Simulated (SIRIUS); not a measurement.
# Ta3N (P-3m1) in SIRIUS: reference runs

Aim: a first look at Ta3N with PBEsol, on the cell as given.

Program: SIRIUS 7.10.0. These are calculated values, not measurements. Logs are shortened: lines on timing, memory, paths and dates and some standing lists are left out, and cuts for length are marked. The log counts tension as positive stress, the text compression.

**1. The structure**

Symmetry: P-3m1, No. 164, trigonal system. The conventional cell has a = 3.032 Å, b = 3.032 Å, c = 7.524 Å, α = 90.00°, β = 90.00°, γ = 120.00°. Ta (site symmetry 3m) has 3 N at 2.19 Å as nearest neighbours. Around Ta (site symmetry -3m) lie 12 Ta at 3.01 to 3.03 Å. N (site symmetry -3m) is surrounded by 6 Ta at 2.19 Å.

The cell comes from a database or a generator and needn't be the stable form of this composition.

**2. Single point, PBEsol**

File sirius.json:

```json
{
  "control": {
    "processing_unit": "cpu",
    "verbosity": 2,
    "num_bands_to_print": 32,
    "print_forces": true,
    "print_stress": true
  },
  "parameters": {
    "electronic_structure_method": "pseudopotential",
    "xc_functionals": ["XC_GGA_X_PBE_SOL", "XC_GGA_C_PBE_SOL"],
    "gk_cutoff": 9.2,
    "pw_cutoff": 18.4,
    "ngridk": [10, 10, 4],
    "shiftk": [0, 0, 0],
    "smearing": "fermi_dirac",
    "smearing_width": 0.0018374661,
    "num_bands": 32,
    "num_mag_dims": 0,
    "num_dft_iter": 100,
    "energy_tol": 1e-08,
    "density_tol": 1e-06
  },
  "iterative_solver": {
    "type": "davidson",
    "min_tolerance": 1e-09,
    "tolerance_scale": [0.1, 0.25]
  },
  "mixer": {
    "type": "anderson",
    "beta": 0.7,
    "max_history": 8
  },
  "settings": {
    "tol_ne": 1e-10,
    "pseudo_grid_cutoff": 6.5
  },
  "unit_cell": {
    "lattice_vectors": [
      [5.730072885652, 0.0, 0.0],
      [-2.86503644292, 4.962388684537, 0.0],
      [0.0, 0.0, 14.218558254163]
    ],
    "atom_coordinate_units": "lattice",
    "atom_types": ["Ta", "N"],
    "atom_files": {
      "N": "N.json",
      "Ta": "Ta.json"
    },
    "atoms": {
      "Ta": [
        [0.6666666667, 0.3333333333, 0.82607],
        [0.3333333333, 0.6666666667, 0.17393],
        [0.0, 0.0, 0.5]
      ],
      "N": [
        [0.0, 0.0, 0.0]
      ]
    }
  }
}
```

Potentials or basis: PseudoDojo 0.4.1 PBEsol standard (scalar relativistic).

The run is started by

```console
> upf_to_json N.upf
> upf_to_json Ta.upf
> OMP_NUM_THREADS=1 sirius.scf --input=sirius.json --output=out.json --task=0
```

Standard output:

```text
[info] SIRIUS version : 7.10.0
[info] number of MPI ranks           : 1
[info] MPI grid                      : 1 1
[info] maximum number of OMP threads : 1
[fft] FFT context for density and potential
[fft] =====================================
[fft]   comm size                             : 1
[fft]   plane wave cutoff                     : 18.4
[fft]   grid size                             : 36 36 90   total : 116640
[fft]   grid limits                           : -17 18   -17 18   -44 45
[fft]   number of G-vectors within the cutoff : 21270
[fft]   local number of G-vectors             : 21270
[fft]   number of G-shells                    : 2204
[fft] FFT context for coarse grid
[fft] =====================================
[fft]   comm size                             : 1
[fft]   plane wave cutoff                     : 18.4
[fft]   grid size                             : 36 36 90   total : 116640
[fft]   grid limits                           : -17 18   -17 18   -44 45
[fft]   number of G-vectors within the cutoff : 21270
[fft]   local number of G-vectors             : 21270
[fft]   number of G-shells                    : 2204
[unit cell] lattice vectors
[unit cell]   a1 :       5.7300728857      0.0000000000      0.0000000000
[unit cell]   a2 :      -2.8650364429      4.9623886845      0.0000000000
[unit cell]   a3 :       0.0000000000      0.0000000000     14.2185582542
[unit cell] reciprocal lattice vectors
[unit cell]   b1 :       1.0965279906      0.6330807306     -0.0000000000
[unit cell]   b2 :       0.0000000000      1.2661614611      0.0000000000
[unit cell]   b3 :       0.0000000000     -0.0000000000      0.4419003105
[unit cell] unit cell volume :       404.30255481 [a.u.^3]
[unit cell] 1/sqrt(omega)    :         0.04973324
[unit cell] MT volume        :         0.00000000 ( 0.00%)
[unit cell] IT volume        :       404.30255481 (100.00%)
[unit cell] number of atom types : 2
[unit cell] type id : 0 symbol : Ta mt_radius :  14.310000 num_atoms : 3
[unit cell] type id : 1 symbol :  N mt_radius :  10.570000 num_atoms : 1
[unit cell] total number of atoms : 4
[unit cell] number of symmetry classes : 3
[unit cell] number of PAW atoms : 0
[unit cell] atom id  type id  class id             position                      vector_field
[unit cell] ------------------------------------------------------------------------------------------
[unit cell]      0        0        0      0.66667   0.33333   0.82607      0.00000   0.00000   0.00000
[unit cell]      1        0        0      0.33333   0.66667   0.17393      0.00000   0.00000   0.00000
[... 364 lines left out ...]
[find] iterative solver converged : true
[find] converged after 14 SCF iterations!
[find] Charges and magnetic moments
[find] --------------------------------------------------------------------------------
[find] total charge          : 44.000000
[find] Energy
[find] --------------------------------------------------------------------------------
[find] valence_eval_sum               :     -11.57379115
[find] <rho|V^{XC}>                   :     -33.91944458
[find] <rho|E^{XC}>                   :     -47.11050307
[find] <mag|B^{XC}>                   :       0.00000000
[find] <rho|V^{H}>                    :      50.58016961
[find] one-electron contribution      :     -28.23451618 (Ha),     -56.46903235 (Ry)
[find] hartree contribution           :      25.29008481
[find] xc contribution                :     -47.11050307
[find] ewald contribution             :    -155.60517745
[find] PAW contribution               :       0.00000000
[find] smearing (-TS)                 :      -0.00092943
[find] SCF correction                 :       0.00000159
[find] Total energy                   :    -205.66011030 (Ha),    -411.32022060 (Ry)
[find] Free energy (E-TS)             :    -205.66103973 (Ha),    -411.32207945 (Ry)
[find] band gap (eV)                  :       0.00000000
[find] Efermi                         :       0.68097667
[ground_state] === stress tensor components [kbar] ===
[ground_state] === stress_kin ===
[ground_state] -28246.758114   -0.000001   -0.000000
[ground_state]    -0.000001-28246.758114   -0.000000
[ground_state]    -0.000000   -0.000000-28362.185815
[ground_state] === stress_har ===
[ground_state] -7149.013125   -0.000000    0.000000
[ground_state]    -0.000000-7149.013125    0.000000
[ground_state]     0.000000    0.000000-4105.515286
[ground_state] === stress_ewald ===
[ground_state] 36605.211512    0.000001    0.000000
[ground_state]     0.00000136605.211511    0.000000
[ground_state]     0.000000    0.00000040023.137414
[ground_state] === stress_vloc ===
[ground_state]  4608.989077    0.000000   -0.000000
[ground_state]     0.000000 4608.989077   -0.000000
[ground_state]    -0.000000   -0.000000-1737.326110
[ground_state] === stress_xc ===
[ground_state] -9475.319143   -0.000000   -0.000000
[ground_state]    -0.000000-9475.319143    0.000000
[ground_state]    -0.000000    0.000000-9476.227917
[ground_state] === stress_core ===
[ground_state] 17266.449916    0.000000    0.000000
[ground_state]     0.00000017266.449916   -0.000000
[ground_state]     0.000000   -0.00000017268.613860
[ground_state] === stress_nonloc ===
[ground_state] -13526.458025   -0.000000   -0.000000
[ground_state]    -0.000000-13526.458025    0.000000
[ground_state]    -0.000000    0.000000-13533.633802
[ground_state] === stress_us_nl ===
[ground_state] -13526.458025   -0.000000   -0.000000
[ground_state]    -0.000000-13526.458025    0.000000
[ground_state]    -0.000000    0.000000-13533.633802
[ground_state] === stress_total ===
[ground_state]    83.102097    0.000000   -0.000000
[ground_state]     0.000000   83.102097   -0.000000
[ground_state]    -0.000000   -0.000000   76.862344
[ground_state] ==== total Forces in Ha/bohr =====
[ground_state] atom:    0, force:      -0.0000000      0.0000000      0.0076988
[ground_state] atom:    1, force:       0.0000000     -0.0000000     -0.0076988
[ground_state] atom:    2, force:       0.0000000      0.0000000      0.0000000
[ground_state] atom:    3, force:       0.0000000      0.0000000      0.0000000
[ground_state] ==== ultrasoft contribution from Qij =====
[ground_state] atom:    0, force:       0.0000000      0.0000000      0.0000000
[ground_state] atom:    1, force:       0.0000000      0.0000000      0.0000000
[ground_state] atom:    2, force:       0.0000000      0.0000000      0.0000000
[ground_state] atom:    3, force:       0.0000000      0.0000000      0.0000000
[ground_state] ==== non-local contribution from Beta-projector =====
[ground_state] atom:    0, force:      -0.0000000      0.0000000     -0.0009472
[ground_state] atom:    1, force:       0.0000000      0.0000000      0.0009472
[ground_state] atom:    2, force:       0.0000000      0.0000000      0.0000000
[ground_state] atom:    3, force:       0.0000000      0.0000000      0.0000000
[ground_state] ==== contribution from local potential =====
[ground_state] atom:    0, force:      -0.0000000      0.0000000      6.2375718
[ground_state] atom:    1, force:       0.0000000     -0.0000000     -6.2375718
[ground_state] atom:    2, force:       0.0000000      0.0000000      0.0000000
[ground_state] atom:    3, force:       0.0000000      0.0000000      0.0000000
[ground_state] ==== contribution from core density =====
[ground_state] atom:    0, force:       0.0000000      0.0000000      0.0119613
[ground_state] atom:    1, force:      -0.0000000     -0.0000000     -0.0119613
[ground_state] atom:    2, force:       0.0000000      0.0000000      0.0000000
[ground_state] atom:    3, force:       0.0000000      0.0000000      0.0000000
[ground_state] ==== Ewald forces from ions =====
[ground_state] atom:    0, force:      -0.0000000      0.0000000     -6.2408860
[ground_state] atom:    1, force:       0.0000000      0.0000000      6.2408860
[ground_state] atom:    2, force:       0.0000000      0.0000000      0.0000000
[ground_state] atom:    3, force:       0.0000000      0.0000000      0.0000000
[~DFT_ground_state] local op. applied: 62011
[~DFT_ground_state] evp. work count: 8222.06
[~DFT_ground_state] number of iterative solver steps: 3542
```

It took 5.3 min on 1 thread of Arm Neoverse V2, shared host; peak memory 1 GiB.

What came out:

```
Free energy            : -5596.3220 eV
Pressure               : -8.1 GPa
Largest force          : 0.396 eV/Å
Band gap on the k mesh : none (metal or under the smearing width)
```

Forces in eV/Å, atoms in the order of the input:
```
Ta   0.000  0.000  0.396
Ta   0.000  0.000 -0.396
Ta   0.000  0.000  0.000
N    0.000  0.000  0.000
```

Spin-orbit coupling is left out, which matters for the levels of Ta.
